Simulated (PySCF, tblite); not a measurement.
# C₇H₁₂B₂O: geometry, infrared bands and NMR shifts

Aim: predict the infrared bands and NMR shifts of C₇H₁₂B₂O (`BOB[C@@H](C#CC)C(=C)C`).

Computed with tblite 0.8.0 and PySCF 2.14.0, with density-fitted response routines of our own, on a single molecule in the gas phase. Atoms are numbered from 0 throughout.

## 1. Starting geometry

22 atoms, charge 0, multiplicity 1; geometry from: force field or distance geometry start.

Bonds of the start (Å): B0–O1 1.49, O1–B2 1.48, B2–C3 1.59, C3–C4 1.45, C4–C5 1.23, C5–C6 1.47, C3–C7 1.47, C7–C8 1.35, C7–C9 1.49, B0–H10 1.20, B0–H11 1.20, B2–H12 1.19, C3–H13 1.14, C6–H14 1.11, C6–H15 1.13, C6–H16 1.09, C8–H17 1.09, C8–H18 1.08, C9–H19 1.11, C9–H20 1.10, C9–H21 1.13.

## 2. Optimising the geometry with GFN2-xTB

Job settings and geometry (Å):

```
{"job": {"kind": "relax", "xc": "GFN2-xTB", "basis": "xTB"}, "charge": 0, "multiplicity": 1}
B      3.689600    -0.219000    -0.396600
O      2.311600     0.338600    -0.497500
B      1.411200    -0.786300    -0.160300
C      0.076600    -0.354800     0.587900
C     -0.250900     1.012100     0.222500
C     -0.513000     2.166200    -0.112100
C     -0.793000     3.560300    -0.498200
C     -1.056900    -1.261200     0.377600
C     -1.566000    -1.932500     1.429400
C     -1.715800    -1.513400    -0.932500
H      3.789900    -1.306600    -0.887400
H      4.148700    -0.150700     0.707400
H      1.899500    -1.810900     0.206700
H      0.351600    -0.421600     1.689000
H      0.150400     4.057500    -0.808000
H     -1.236600     4.127800     0.378600
H     -1.535100     3.549600    -1.289800
H     -1.141500    -1.800600     2.429000
H     -2.408700    -2.605600     1.341800
H     -2.810200    -1.542600    -0.770600
H     -1.363500    -2.438400    -1.407700
H     -1.448300    -0.648400    -1.609700
```

Command:

```bash
$ OMP_NUM_THREADS=1 python probes_run.py task.json out
```

The driver reads the jobs from task.json and runs them one after another.

**Question.** This job is followed by: GFN2-xTB harmonic vibrations, gas phase; GIAO PBE0/pcSseg-1 NMR shielding, non-relativistic, gas phase. Predict these results of the whole session: strongest single infrared mode (GFN2-xTB); zero-point energy (GFN2-xTB); 13C shifts against TMS (PBE0/pcSseg-1); 1H shifts against TMS (PBE0/pcSseg-1, means over atoms taken as alike); 11B shifts against BF3·OEt2 (PBE0/pcSseg-1); 17O shifts against H2O (PBE0/pcSseg-1).

**Answer**, as computed:

```
                                                              quantity                                          value
                             strongest single infrared mode (GFN2-xTB)                          1627 cm⁻¹, 252 km/mol
                                          zero-point energy (GFN2-xTB)                                 107.3 kcal/mol
                                13C shifts against TMS (PBE0/pcSseg-1)  150.4, 118.0, 87.6, 84.5, 41.6, 25.7, 4.9 ppm
1H shifts against TMS (PBE0/pcSseg-1, means over atoms taken as alike)   5.45, 5.27, 5.19, 5.15, 3.21, 2.07, 1.89 ppm
                           11B shifts against BF3·OEt2 (PBE0/pcSseg-1)                                 39.3, 38.9 ppm
                                17O shifts against H2O (PBE0/pcSseg-1)                                      320.4 ppm
```

What this shows: Relaxing lowered the energy by 2.603 eV in 216 steps; the close pair that moved most is B0–O1, from 1.490 to 1.297 Å. No mode is imaginary among the 60: a minimum at this level. The strongest single mode, at 1627 cm⁻¹, moves mainly O1. Unscaled tight-binding wavenumbers are off by several per cent, some by more. Its intensities can rank the bands wrongly. The most deshielded carbon is C7 (fully substituted alkene carbon), at 150.4 ppm: the olefinic region. At PBE0/pcSseg-1: Shielding is most anisotropic at C4 (span 258 ppm, paramagnetic term -165 ppm).
